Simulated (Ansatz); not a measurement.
# F3GeH3O: the cost of one run

All numbers below are computed with Ansatz 0.2.0 (RKS PBE-D4/def2-SVP).

## 1. The starting structure

Bond lengths: Ge1–F3 1.680 Å, Ge1–F4 1.679 Å, Ge1–F5 1.679 Å, Ge1–O6 2.070 Å, O6–H7 1.010 Å. Angles: F3–Ge1–F4 109.5°, F3–Ge1–F5 109.5°, F3–Ge1–O6 178.9°, F4–Ge1–F5 109.5°, F4–Ge1–O6 70.0°, F5–Ge1–O6 70.0°, Ge1–O6–H7 109.5°.

Structure file:

```xyz
8

Ge    0.0000    0.0000    0.0000
H     0.0000    0.0000    1.9000
F     1.5842    0.0000   -0.5594
F    -0.7913    1.3709   -0.5594
F    -0.7913   -1.3709   -0.5594
O    -1.9644    0.0000    0.6527
H    -2.5095   -0.6297    0.0813
H    -0.9937    0.0000    1.8011
```

## 2. Pulling towards end A

Springs on the bonds that form and break draw the guess towards this end; the thresholds are loose.

The input, input.yaml:

```yaml
crystal:
  periodic: [false, false, false]
  atoms:
    - { symbol: Ge, position_ang: [0.0, 0.0, 0.0] }
    - { symbol: H, position_ang: [0.0, 0.0, 1.9] }
    - { symbol: F, position_ang: [1.5842, 0.0, -0.5594] }
    - { symbol: F, position_ang: [-0.7913, 1.3709, -0.5594] }
    - { symbol: F, position_ang: [-0.7913, -1.3709, -0.5594] }
    - { symbol: O, position_ang: [-1.9644, 0.0, 0.6527] }
    - { symbol: H, position_ang: [-2.5095, -0.6297, 0.0813] }
    - { symbol: H, position_ang: [-0.9937, 0.0, 1.8011] }
basis:
  gaussian: { orbitals: def2-SVP }
hamiltonian:
  xc: pbe
  dispersion: d4
relax:
  f_tol: 0.15
  max_steps: 25
  restrain:
    - { distance: [0, 5], at: 2.97, k: 30.0 }
    - { distance: [7, 1], at: 1.86, k: 30.0 }
    - { distance: [0, 1], at: 1.55, k: 30.0 }
    - { distance: [7, 5], at: 1.01, k: 30.0 }
output:
  orbitals: {}
```

On the command line:

```sh
ansatz run input.yaml --threads 2 --pin off --max-ram 3072MiB --backend cpu --events-out ev --progress --plain --runs-dir out
```

What time and memory should one allow on 2 threads of Arm Neoverse V2, shared host?

About 19 s, with a peak of 0.14 GiB.
